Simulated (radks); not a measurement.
**Ionising bismuth step by step, Bi⁶³⁺ to Bi⁸²⁺**

How much does each further electron of bismuth cost? Each ion is computed in its NIST ground configuration. Each value is a difference of total energies (Δ-SCF).

Program: radks (a radial shooting solver on a logarithmic mesh, Libxc functionals) version 1. Level of theory: non-relativistic Kohn-Sham, PBE, spin-polarised, spherical densities, point nucleus; open shells are filled with parallel spins first. These are calculated values, not measurements, unless marked.

**1. The atom as given**

```
element             : bismuth (Z = 83)
charges             : 63 to 82
first configuration : [Ar] 3d2
last configuration  : 1s1
```

Outer shells as boxes (Hund's rule):

Bi⁶³⁺
```
[Ar] core
3d [↑ ][↑ ][  ][  ][  ]
```

Bi⁸²⁺
```
1s [↑ ]
```

**2. Bi⁶³⁺, [Ar] 3d2**

Settings of this run:

```text
Z 83
configuration [Ar] 3d2
relativity non-relativistic
functional pbe,pbe
spin polarised
nucleus point
```

**3. Bi⁶⁴⁺, [Ar] 3d1**

Settings of this run:

```text
Z 83
configuration [Ar] 3d1 4s0 4p0
relativity non-relativistic
functional pbe,pbe
spin polarised
nucleus point
```

**4. Bi⁶⁵⁺, [Ar]**

Settings of this run:

```text
Z 83
configuration [Ar]
relativity non-relativistic
functional pbe,pbe
spin polarised
nucleus point
```

**5. Bi⁶⁶⁺, [Ne] 3s2 3p5**

Settings of this run:

```text
Z 83
configuration [Ne] 3s2 3p5
relativity non-relativistic
functional pbe,pbe
spin polarised
nucleus point
```

**6. Bi⁶⁷⁺, [Ne] 3s2 3p4**

Settings of this run:

```text
Z 83
configuration [Ne] 3s2 3p4
relativity non-relativistic
functional pbe,pbe
spin polarised
nucleus point
```

**7. Bi⁶⁸⁺, [Ne] 3s2 3p3**

Settings of this run:

```text
Z 83
configuration [Ne] 3s2 3p3 4s0 3d0
relativity non-relativistic
functional pbe,pbe
spin polarised
nucleus point
```

**8. Bi⁶⁹⁺, [Ne] 3s2 3p2**

Settings of this run:

```text
Z 83
configuration [Ne] 3s2 3p2 4s0 3d0
relativity non-relativistic
functional pbe,pbe
spin polarised
nucleus point
```

**9. Bi⁷⁰⁺, [Ne] 3s2 3p1**

Settings of this run:

```text
Z 83
configuration [Ne] 3s2 3p1
relativity non-relativistic
functional pbe,pbe
spin polarised
nucleus point
```

**10. Bi⁷¹⁺, [Ne] 3s2**

Settings of this run:

```text
Z 83
configuration [Ne] 3s2 3p0 4s0
relativity non-relativistic
functional pbe,pbe
spin polarised
nucleus point
```

**11. Bi⁷²⁺, [Ne] 3s1**

Settings of this run:

```text
Z 83
configuration [Ne] 3s1
relativity non-relativistic
functional pbe,pbe
spin polarised
nucleus point
```

**12. Bi⁷³⁺, [Ne]**

Settings of this run:

```text
Z 83
configuration [Ne]
relativity non-relativistic
functional pbe,pbe
spin polarised
nucleus point
```

**13. Bi⁷⁴⁺, [He] 2s2 2p5**

Settings of this run:

```text
Z 83
configuration [He] 2s2 2p5
relativity non-relativistic
functional pbe,pbe
spin polarised
nucleus point
```

**14. Bi⁷⁵⁺, [He] 2s2 2p4**

Settings of this run:

```text
Z 83
configuration [He] 2s2 2p4
relativity non-relativistic
functional pbe,pbe
spin polarised
nucleus point
```

**15. Bi⁷⁶⁺, [He] 2s2 2p3**

Settings of this run:

```text
Z 83
configuration [He] 2s2 2p3
relativity non-relativistic
functional pbe,pbe
spin polarised
nucleus point
```

**16. Bi⁷⁷⁺, [He] 2s2 2p2**

Settings of this run:

```text
Z 83
configuration [He] 2s2 2p2
relativity non-relativistic
functional pbe,pbe
spin polarised
nucleus point
```

**17. Bi⁷⁸⁺, [He] 2s2 2p1**

Settings of this run:

```text
Z 83
configuration [He] 2s2 2p1
relativity non-relativistic
functional pbe,pbe
spin polarised
nucleus point
```

**18. Bi⁷⁹⁺, [He] 2s2**

Settings of this run:

```text
Z 83
configuration [He] 2s2 2p0 3s0
relativity non-relativistic
functional pbe,pbe
spin polarised
nucleus point
```

**19. Bi⁸⁰⁺, [He] 2s1**

Settings of this run:

```text
Z 83
configuration [He] 2s1
relativity non-relativistic
functional pbe,pbe
spin polarised
nucleus point
```

**20. Bi⁸¹⁺, [He]**

Settings of this run:

```text
Z 83
configuration [He]
relativity non-relativistic
functional pbe,pbe
spin polarised
nucleus point
```

**21. Bi⁸²⁺, 1s1**

Settings of this run:

```text
Z 83
configuration 1s1
relativity non-relativistic
functional pbe,pbe
spin polarised
nucleus point
```

Q: Predict the outcome of this session. Wanted: for each run, species; configuration; Δ-SCF; −ε(HOMO); NIST; error.

The runs gave:

```
species  configuration  Δ-SCF (eV)  −ε(HOMO) (eV)          NIST (eV)  error (%)
  Bi⁶³⁺       [Ar] 3d2      6859.9         6782.6      6977 (theory)       -1.7
  Bi⁶⁴⁺       [Ar] 3d1      7014.6         6937.2      7137 (theory)       -1.7
  Bi⁶⁵⁺           [Ar]      7436.5         7370.4      7580 (theory)       -1.9
  Bi⁶⁶⁺   [Ne] 3s2 3p5      7567.7         7502.3      7720 (theory)       -2.0
  Bi⁶⁷⁺   [Ne] 3s2 3p4      7696.7         7632.7      7870 (theory)       -2.2
  Bi⁶⁸⁺   [Ne] 3s2 3p3      7867.6         7800.3      8010 (theory)       -1.8
  Bi⁶⁹⁺   [Ne] 3s2 3p2      8001.3         7934.7      8780 (theory)       -8.9
  Bi⁷⁰⁺   [Ne] 3s2 3p1      8132.8         8067.6      8950 (theory)       -9.1
  Bi⁷¹⁺       [Ne] 3s2      8404.9         8347.0      9270 (theory)       -9.3
  Bi⁷²⁺       [Ne] 3s1      8543.2         8485.0      9430 (theory)       -9.4
  Bi⁷³⁺           [Ne]     19852.0        19675.1     20130 (theory)       -1.4
  Bi⁷⁴⁺   [He] 2s2 2p5       20203          20028     20500 (theory)       -1.4
  Bi⁷⁵⁺   [He] 2s2 2p4       20547          20377     20920 (theory)       -1.8
  Bi⁷⁶⁺   [He] 2s2 2p3       21015          20834     21300 (theory)       -1.3
  Bi⁷⁷⁺   [He] 2s2 2p2       21375          21196     24150 (theory)      -11.5
  Bi⁷⁸⁺   [He] 2s2 2p1       21727          21553     24640 (theory)      -11.8
  Bi⁷⁹⁺       [He] 2s2       22215          22086     25260 (theory)      -12.1
  Bi⁸⁰⁺       [He] 2s1       22547          22418   25656.9 (theory)      -12.1
  Bi⁸¹⁺           [He]       92308          91795  102251.8 (theory)       -9.7
  Bi⁸²⁺            1s1       93715          93199  104133.4 (theory)      -10.0
```

What this shows: Reference values: NIST Atomic Spectra Database (exp. measured, semi-emp. semi-empirical, theory a theoretical value adopted there). Per unit of the charge left behind, the cost jumps most at Bi⁸¹⁺ ([He]): from 22547 to 92308 eV. There the highest level belongs to another shell. Minus the highest eigenvalue gives 99 to 99 % of the Δ-SCF value along the ladder. Relativity is left out here, which matters for elements this heavy. Open shells are spherical and high-spin; term and fine-structure splittings are not resolved.
